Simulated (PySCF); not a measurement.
# C2H7NSSi2: the cost of one run

The runs use PySCF 2.14.0, with density-fitted response routines of our own; the level of theory stands in each step. All values are computed, except where a source is named. Atoms count from 0, in the outputs and in this text.

### Step 1. The starting structure

13 atoms, charge 0, multiplicity 1; geometry from: GFN2-xTB. The atoms were then displaced at random by about 0.01 Å, so the start is not that level's minimum.

Bonds of the start (Å): N0–C1 1.15, C1–C2 1.44, C2–Si3 1.87, Si3–S4 2.18, S4–Si5 2.16, C2–H6 1.09, C2–H7 1.10, Si3–H8 1.44, Si3–H9 1.48, Si5–H10 1.45, Si5–H11 1.45, Si5–H12 1.46.

### Step 2. Geometry optimisation at PBE0-D3(BJ)/def2-SVP

The job: settings as JSON, then the geometry in Å.

```
{"job": {"xc": "PBE0", "basis": "def2-SVP", "d3": "d3bj", "grid": 1, "shake": 0.01, "kind": "geom"}, "charge": 0, "multiplicity": 1}
N      3.820020     0.515990     1.444550
C      2.966740    -0.076100     0.939300
C      1.895240    -0.804810     0.314240
Si     0.384200     0.286680     0.215960
S     -1.100300    -0.989350    -0.736700
Si    -2.848750     0.267790    -0.832670
H      1.725500    -1.705580     0.905870
H      2.247550    -1.106570    -0.679830
H      0.588420     1.465850    -0.590390
H     -0.116960     0.649590     1.562240
H     -3.821420    -0.609270    -1.464030
H     -2.500290     1.442550    -1.610280
H     -3.234130     0.646340     0.521410
```

Launch:

```console
$ OMP_NUM_THREADS=1 python probes_run.py task.json out
```

This one command runs all jobs of the session in turn.

**Question.** How long does this first job take on 1 thread of Arm Neoverse N1, shared host, and how much memory does it need?

About 54 s, with a peak of 0.52 GiB.
